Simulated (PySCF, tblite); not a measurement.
# aluminum triethanolate (C6H15AlO3): geometry, infrared bands and NMR shifts

Aim: predict the infrared bands and NMR shifts of aluminum triethanolate (C6H15AlO3) (`CC[O][Al]([O]CC)[O]CC`).

The runs use tblite 0.8.0 and PySCF 2.14.0, with density-fitted response routines of our own; the level of theory stands in each step. All values are computed, except where a source is named. Atoms are numbered from 0 throughout.

**1. The starting structure**

25 atoms, charge 0, multiplicity 1; geometry from: GFN2-xTB.

Bonds of the start (Å): C0–C1 1.52, C1–O2 1.40, O2–Al3 1.66, Al3–O4 1.66, O4–C5 1.40, C5–C6 1.52, Al3–O7 1.66, O7–C8 1.40, C8–C9 1.52, C0–H10 1.09, C0–H11 1.09, C0–H12 1.09, C1–H13 1.10, C1–H14 1.10, C5–H15 1.10, C5–H16 1.10, C6–H17 1.09, C6–H18 1.09, C6–H19 1.09, C8–H20 1.10, C8–H21 1.10, C9–H22 1.09, C9–H23 1.09, C9–H24 1.09.

**2. Harmonic vibrations with GFN2-xTB**

The job: settings as JSON, then the geometry in Å.

```
{"job": {"kind": "ir", "xc": "GFN2-xTB", "basis": "xTB"}, "charge": 0, "multiplicity": 1}
C      3.248529    -0.925928    -0.292798
C      2.810606     0.518690    -0.476789
O      1.452373     0.703516    -0.209787
Al     0.017771     0.020340     0.275837
O     -0.030555    -1.582778     0.710255
C     -0.808398    -2.667453     1.120584
C     -2.287291    -2.322816     1.201496
O     -1.367084     0.936082     0.330665
C     -1.980173     2.172483     0.118063
C     -0.997862     3.235592    -0.348358
H      3.038365    -1.239731     0.726687
H      2.683552    -1.563732    -0.968148
H      4.311292    -1.031310    -0.496679
H      3.384013     1.170086     0.195967
H      3.000512     0.836415    -1.510896
H     -0.654638    -3.485500     0.404009
H     -0.448774    -2.996387     2.104636
H     -2.431125    -1.518132     1.918147
H     -2.867534    -3.190983     1.504962
H     -2.630288    -1.977150     0.229105
H     -2.450670     2.486478     1.059363
H     -2.768943     2.037776    -0.634012
H     -0.522145     2.907265    -1.269324
H     -0.225179     3.369465     0.404836
H     -1.509160     4.180147    -0.517977
```

**Question.** This job is followed by: PBE0-D3(BJ)/def2-SVP geometry optimisation, gas phase; GIAO PBE0/pcSseg-1 NMR shielding, non-relativistic, gas phase; GIAO mPW1PW91/pcSseg-1 NMR shielding, non-relativistic, gas phase. Predict these results of the whole session: strongest single infrared mode (GFN2-xTB); zero-point energy (GFN2-xTB); point group; rotational constants (main isotopes); 13C shifts against TMS (PBE0/pcSseg-1, means over atoms taken as alike); 1H shifts against TMS (PBE0/pcSseg-1, means over atoms taken as alike); 17O shifts against H2O (PBE0/pcSseg-1, means over atoms taken as alike); 27Al shifts against AlH4- (PBE0/pcSseg-1); range of the shift of Al3.

The runs gave:

| quantity | value |
| --- | --- |
| strongest single infrared mode (GFN2-xTB) | 1184 cm⁻¹, 380 km/mol |
| zero-point energy (GFN2-xTB) | 130.1 kcal/mol |
| point group | C1 |
| rotational constants (main isotopes) | 0.94, 0.93, 0.54 GHz |
| 13C shifts against TMS (PBE0/pcSseg-1, means over atoms taken as alike) | 61.9, 22.7 ppm |
| 1H shifts against TMS (PBE0/pcSseg-1, means over atoms taken as alike) | 3.83, 1.21 ppm |
| 17O shifts against H2O (PBE0/pcSseg-1, means over atoms taken as alike) | 47.1 ppm |
| 27Al shifts against AlH4- (PBE0/pcSseg-1) | 3.2 ppm |
| range of the shift of Al3 | 1.3 to 3.2 ppm |

What this shows: All 69 modes are real, so the xTB geometry is a minimum. Unscaled tight-binding wavenumbers are off by several per cent, some by more. Its intensities can rank the bands wrongly. The optimisation took 23 steps and gained 0.185 eV; among the close pairs (by a distance rule), O2–Al3 changed most, from 1.662 to 1.693 Å. The most deshielded hydrogen is H13, H14, H15, H16, H20, H21 (mean) (hydrogen on an sp3 CH2 bonded to O), at 3.83 ppm: its carbon carries O, an electronegative neighbour. At PBE0/pcSseg-1: The largest span, 106 ppm, is at Al3, where the paramagnetic term is -317 ppm. Across the 2 runs the shift of Al3 moves most, between 1.3 (mPW1PW91/pcSseg-1) and 3.2 ppm (PBE0/pcSseg-1). Part of that comes from the computed reference.
